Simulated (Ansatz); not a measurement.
# BH4LiOSi (SMILES [Li][SiH2]OB): one structure at several levels

Aim: energy, forces and dipole at a structure displaced at random from a GFN2-xTB minimum, from CCSD(T) and from density functionals.

Computed with Ansatz 0.2.0, Gaussian basis. Level: single points in def2-TZVPP.

Cores are frozen in the correlated methods. The outer core shell of Li, Na, Mg and K is correlated. B3LYP uses VWN-RPA correlation.

## (1) Where the work starts

SMILES `[Li][SiH2]OB`, 8 atoms, charge 0, spin multiplicity 1.

Atoms are counted from 1 here; the program's logs count them from 0.

Bond lengths: Li1–Si2 2.552 Å, Si2–O3 1.883 Å, Si2–H5 1.622 Å, Si2–H6 1.706 Å, O3–B4 1.268 Å, B4–H7 1.290 Å, B4–H8 1.241 Å. Angles: Li1–Si2–O3 78.3°, Li1–Si2–H5 134.7°, Li1–Si2–H6 125.5°, O3–Si2–H5 99.9°, O3–Si2–H6 95.1°, H5–Si2–H6 99.8°, Si2–O3–B4 135.8°, O3–B4–H7 123.6°, O3–B4–H8 118.3°, H7–B4–H8 118.0°.

Geometry (Å):

| atom | x (Å) | y (Å) | z (Å) |
| --- | --- | --- | --- |
| Li1 | -2.1784 | 0.4308 | 0.0252 |
| Si2 | 0.1477 | 1.4814 | 0.0499 |
| O3 | 0.5583 | -0.3544 | -0.0433 |
| B4 | -0.1014 | -1.4371 | -0.0033 |
| H5 | 1.1814 | 1.9387 | 1.2133 |
| H6 | 1.0546 | 1.9101 | -1.3296 |
| H7 | -1.3871 | -1.4929 | -0.0860 |
| H8 | 0.5262 | -2.5067 | 0.0546 |

## (2) CCSD(T)/def2-TZVPP

Contents of run/in.yaml:

```yaml
crystal:
  periodic: [false, false, false]
  atoms:
    - {symbol: Li, position_ang: [-2.178400, 0.430800, 0.025200]}
    - {symbol: Si, position_ang: [0.147700, 1.481400, 0.049900]}
    - {symbol: O, position_ang: [0.558300, -0.354400, -0.043300]}
    - {symbol: B, position_ang: [-0.101400, -1.437100, -0.003300]}
    - {symbol: H, position_ang: [1.181400, 1.938700, 1.213300]}
    - {symbol: H, position_ang: [1.054600, 1.910100, -1.329600]}
    - {symbol: H, position_ang: [-1.387100, -1.492900, -0.086000]}
    - {symbol: H, position_ang: [0.526200, -2.506700, 0.054600]}
basis:
  gaussian: {orbitals: def2-TZVPP}
correlation: {method: ccsd_t}
output: {forces: true}
```

No record of the launch command was kept for these runs.

## (3) PBE0-D4/def2-TZVPP

run/in.yaml, as its differences from that of step 2:

```diff
@@ -13,3 +13,3 @@
   gaussian: {orbitals: def2-TZVPP}
-correlation: {method: ccsd_t}
-output: {forces: true}
+hamiltonian: {xc: pbe0, dispersion: d4}
+output: {forces: true, orbitals: {seedname: orbitals}}
```

## (4) wB97M-V/def2-TZVPP

run/in.yaml, as its differences from that of step 3:

```diff
@@ -13,3 +13,3 @@
   gaussian: {orbitals: def2-TZVPP}
-hamiltonian: {xc: pbe0, dispersion: d4}
-output: {forces: true, orbitals: {seedname: orbitals}}
+hamiltonian: {xc: {name: wB97M-V}}
+output: {forces: true}
```

## (5) r2SCAN-D4/def2-TZVPP

run/in.yaml, as its differences from that of step 4:

```diff
@@ -13,3 +13,3 @@
   gaussian: {orbitals: def2-TZVPP}
-hamiltonian: {xc: {name: wB97M-V}}
+hamiltonian: {xc: r2scan, dispersion: d4}
 output: {forces: true}
```

## (6) PBE-D4/def2-TZVPP

run/in.yaml, as its differences from that of step 5:

```diff
@@ -13,3 +13,3 @@
   gaussian: {orbitals: def2-TZVPP}
-hamiltonian: {xc: r2scan, dispersion: d4}
+hamiltonian: {xc: pbe, dispersion: d4}
 output: {forces: true}
```

## (7) B3LYP-D4/def2-TZVPP

run/in.yaml, as its differences from that of step 6:

```diff
@@ -13,3 +13,3 @@
   gaussian: {orbitals: def2-TZVPP}
-hamiltonian: {xc: pbe, dispersion: d4}
+hamiltonian: {xc: {name: B3LYP}, dispersion: d4}
 output: {forces: true}
```

## (8) HSE06-D4/def2-TZVPP

run/in.yaml, as its differences from that of step 7:

```diff
@@ -13,3 +13,3 @@
   gaussian: {orbitals: def2-TZVPP}
-hamiltonian: {xc: {name: B3LYP}, dispersion: d4}
+hamiltonian: {xc: hse06, dispersion: d4}
 output: {forces: true}
```

(Steps that only read results are left out.)

What does the calculation give? Wanted: energy less free atoms, CCSD(T)/def2-TZVPP; RMS force component; RMS force error; HOMO and LUMO, PBE0-D4; T1 diagnostic.

As calculated:

| quantity | value |
| --- | --- |
| energy less free atoms, CCSD(T)/def2-TZVPP | -2459.8 kJ/mol |
| RMS force component | 1.124 to 1.269 eV/Å over the methods |
| RMS force error | PBE0-D4 0.178, wB97M-V 0.141, r2SCAN-D4 0.124, PBE-D4 0.162, B3LYP-D4 0.172, HSE06-D4 0.176 eV/Å |
| HOMO and LUMO, PBE0-D4 | -5.86 and -1.37 eV |
| T1 diagnostic | 0.016 |

Against CCSD(T) the functionals' energies less atoms differ by -91.7 to -42.6 kJ/mol, PBE-D4 by -91.7 kJ/mol. The reference is not at the basis limit: in triple zeta CCSD(T) underbinds, which counts against methods that bind more; the gaps are no ranking. The forces of r2SCAN-D4 come nearest to CCSD(T), those of PBE0-D4 are farthest. Frozen-core CCSD(T) forces in triple zeta carry basis errors of their own, and this is one geometry, so small gaps rank nothing.
